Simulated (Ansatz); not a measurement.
# CH₄NSn+: geometry optimisation

The task: find the minimum of CH₄NSn+ nearest to the start.

Computed with Ansatz 0.2.0. Level: RKS PBE-D4/def2-TZVP.

2 further runs of the same task are left out: 2 set aside as unsound or not needed.

### 1 Where the work starts

7 atoms, charge 1, spin multiplicity 1.

Atoms are counted from 1 here; the program's logs count them from 0.

Bond lengths: C1–N2 1.160 Å, C1–H4 1.096 Å, N2–Sn3 2.262 Å, Sn3–H5 1.707 Å, Sn3–H6 1.707 Å, Sn3–H7 1.707 Å. Angles: N2–C1–H4 179.8°, C1–N2–Sn3 179.8°, N2–Sn3–H5 96.8°, N2–Sn3–H6 96.8°, N2–Sn3–H7 96.8°, H5–Sn3–H6 118.6°, H5–Sn3–H7 118.6°, H6–Sn3–H7 118.6°.

As a file:

| atom | x (Å) | y (Å) | z (Å) |
| --- | --- | --- | --- |
| C1 | -0.6640 | -1.8590 | 0.5546 |
| N2 | -0.2889 | -0.8081 | 0.2393 |
| Sn3 | 0.4447 | 1.2425 | -0.3702 |
| H4 | -1.0219 | -2.8517 | 0.8495 |
| H5 | -0.3448 | 1.2985 | -1.8825 |
| H6 | -0.2374 | 2.0974 | 0.9405 |
| H7 | 2.1123 | 0.8804 | -0.3312 |

### 2 Relaxation

input.yaml reads:

```yaml
crystal:
  periodic: [false, false, false]
  atoms:
    - { symbol: C, position_ang: [-0.663999, -1.859018, 0.554643] }
    - { symbol: "N", position_ang: [-0.288877, -0.808149, 0.239296] }
    - { symbol: Sn, position_ang: [0.444681, 1.242543, -0.370182] }
    - { symbol: H, position_ang: [-1.021935, -2.851682, 0.849538] }
    - { symbol: H, position_ang: [-0.344843, 1.298509, -1.88255] }
    - { symbol: H, position_ang: [-0.237375, 2.097429, 0.940452] }
    - { symbol: H, position_ang: [2.112337, 0.880378, -0.331187] }
total_charge: 1
basis:
  gaussian: { orbitals: def2-TZVP }
hamiltonian:
  xc: pbe
  dispersion: d4
output:
  forces: true
relax:
  f_tol: 0.003
  max_steps: 120
```

Run with:

```bash
ansatz run input.yaml --threads 1 --pin off --max-ram 2560MiB --backend cpu --events-out ev --progress --plain --runs-dir out
```

Q: Predict the outcome of this session. Wanted: energy gained; root mean square move.

**Answer**, as computed:

| quantity | value |
| --- | --- |
| energy gained | 0.0113 eV |
| root mean square move | 0.018 Å |

**Reading.** Bond lengths: C1–N2 1.150 Å, C1–H4 1.083 Å, N2–Sn3 2.238 Å, Sn3–H5 1.698 Å, Sn3–H6 1.698 Å, Sn3–H7 1.698 Å. Angles: N2–C1–H4 180.0°, C1–N2–Sn3 180.0°, N2–Sn3–H5 97.0°, N2–Sn3–H6 97.0°, N2–Sn3–H7 97.0°, H5–Sn3–H6 118.6°, H5–Sn3–H7 118.6°, H6–Sn3–H7 118.6°. No frequencies were computed here.
